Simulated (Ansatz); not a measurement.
Gd3InN, space group Pm-3m, a scan of the Hubbard U

Program: Ansatz's Python interface.

Notebook, run cell by cell (the value of a cell's last expression is shown):

**Cell 1**
```python
from dataclasses import dataclass

import ansatz as az
import numpy as np
```

**Cell 2**
```python
@dataclass
class Settings:
    ecut: int = 260
    occupations: str = "gaussian"
    sigma: float = 0.05
```

**Cell 3**
```python
opts = Settings()
```

**Cell 4**
```python
def count_gap(report):
    # lowest empty less highest filled band, counting bands; zero where they overlap
    return max(report.get("gap_by_band_count_ev") or 0.0, 0.0)

lattice = az.Lattice.of(
    (4.8627, 0.0, 0.0),
    (0.0, 4.8627, 0.0),
    (0.0, 0.0, 4.8627),
)
sites = [
    ("Gd", (0.5, 0.5, 0.0)),
    ("Gd", (0.0, 0.5, 0.5)),
    ("Gd", (0.5, 0.0, 0.5)),
    ("In", (0.0, 0.0, 0.0)),
    ("N", (0.5, 0.5, 0.5)),
]
gd3inn = az.Crystal(lattice=lattice)
for symbol, position in sites:
    gd3inn = gd3inn.atom(symbol, position)
gd3inn = gd3inn.moments(Gd=7)
```

**Cell 5**
```python
gd3inn.resolved().sites[-1]
```
Output:
```text
Site(symbol='N', position=(0.5, 0.5, 0.5), moment=None, axis=None, held=None, saved=None)
```

**Cell 6**
```python
calculation = gd3inn.calculation()
calculation = calculation.functional(az.Functional.PBESOL).basis(opts.ecut)
calculation = calculation.kpoints(6, shift=0.5)
calculation = calculation.occupations(opts.occupations, width=opts.sigma)
calculation = calculation.spin("collinear")
calculation = calculation.band_table()
rows = []
for u in [2.0, 4.0, 6.0, 8.0]:
    report = calculation.hubbard("Gd", "f", u_eff=u, projectors="atomic").run(threads=1).report
    shell = report["hubbard"]["n_scf"]
    rows.append((u, count_gap(report), sum(shell) / len(shell), max(abs(m) for m in report["site_moments_mub"]), report["n_iterations"]))
lines = [",".join(["U_eff eV", "gap by band count eV", "Gd f occupation (projector)", "largest moment muB", "iterations"])] + [",".join(f"{v:.4f}" if isinstance(v, float) else str(v) for v in row) for row in rows]
print("\n".join(lines))
with open("plus_u.csv", "w") as handle:
    handle.write("\n".join(lines) + "\n")
print("eigenvalues of the first occupation matrix at the last U, by spin:")
for channel in report["hubbard"]["n_eig"][0]:
    print("  ", " ".join(f"{n:.3f}" for n in channel))
```
Output:
```text
DeckWarning: basis.ecutwfc = 260 eV is below the records' recommended 420 eV, and the density's cutoff is lower with it unless basis.ecutrho_ratio is high enough to keep the records' density cutoff: compare with a run at a higher cutoff
RunWarning: this result may not be the lowest state: the search that chose the orbital order of this run's first SCF moved to another number of f electrons and abandoned it, because its bands contained too little of the f shells or gave no occupation, or left another number unsearched (5, 5, 5 electrons in the spin channel that it searched, by shell). In a fresh run directory, start the search at [...]
U_eff eV,gap by band count eV,Gd f occupation (projector),largest moment muB,iterations
2.0000,0.0000,6.5064,6.8864,31
4.0000,0.0000,6.4392,6.9514,17
6.0000,0.0000,6.4113,6.9737,16
8.0000,0.0000,6.3978,6.9872,29
eigenvalues of the first occupation matrix at the last U, by spin:
   0.909 0.909 0.909 0.909 0.910 0.910 0.910
   0.001 0.002 0.002 0.002 0.006 0.006 0.011
```

From U = 2 to 8 eV the largest site moment goes from 6.89 to 6.99 μB.

Notes:
- The cutoff lies under the one recommended for these potentials.
- Open f shells: with a Hubbard U, without spin-orbit coupling; the state reached hangs on the start and needn't be the lowest.
- U, its shell and the double counting are chosen to explore, and aren't derived for this compound.
- The mesh is modest for a metal, so energies can be off by several to tens of meV an atom and pressures by half a GPa or more; differences at equal mesh fare better.
- A gap by band count of zero or less means overlapping bands, a metal.
- The starting cell is as deposited in a crystallographic database; the results hold for this polymorph, which needn't be the stable one.
- Gaps and levels are Kohn-Sham values on a finite set of k-points, without spin-orbit coupling.
- Warnings are shown shortened and without file and line.
- Shell occupations and the effect of U depend on the projectors; a run with no .spin step is spin-unpolarised, and each U may end in a state that isn't the lowest.
- Finished in 7 min on 1 thread of Arm Neoverse V1, with other jobs on the host, peak memory 0.46 GiB.
